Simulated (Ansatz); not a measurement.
**InSb3 under changes of volume**

One of the cells (27.758 Å³/atom); the others are scaled copies at fixed shape and fractional positions:

```
CELL_PARAMETERS angstrom
4.80637 0.00000 0.00000
0.00000 4.80637 0.00000
0.00000 0.00000 4.80637
ATOMIC_POSITIONS crystal
Sb 0.50000 0.50000 0.00000
Sb 0.00000 0.50000 0.50000
Sb 0.50000 0.00000 0.50000
In 0.00000 0.00000 0.00000
```

The cell comes from a database or a generator and needn't be the stable form of this composition.

| Item | Value |
| --- | --- |
| Program | Ansatz 0.2.0 |
| Functional | r2SCAN |
| Potentials or basis | Ansatz PAW |
| Cutoff | 500 eV (not typed: the program's choice for these potentials) |
| k mesh | 6 × 6 × 6 |
| Occupations | fermi-dirac, width 0.05 eV |
| Spin | no spin polarisation |

```csv
volume (Å³/atom),energy over the lowest point (meV/atom),pressure (GPa)
26.093,?,?
26.648,3.88,1.7
27.203,0.00,0.5
27.758,0.13,-0.6
28.313,3.84,-1.5
28.868,10.76,-2.4
29.424,20.55,-3.2
```

Q: What does the run at 26.093 Å³/atom give?

A: Energy over the lowest point 12.25 meV/atom; pressure 3.1 GPa.

Worked out: A Birch-Murnaghan fit of order 3 (a polynomial in V^(-2/3)) to the other rows has its minimum at 27.46 Å³/atom with B0 = V·E''(V) = 54 GPa and B' = 4.6. It gives 12.26 meV/atom at 26.093 Å³/atom, against the run's 12.25, and -dE/dV = 3.1 GPa, against 3.1.

Energies are extrapolated to zero smearing.

Caveats: the PAW data sets come from PBE, with cores solved anew for the run's functional, which leaves a small shift of forces and pressure.
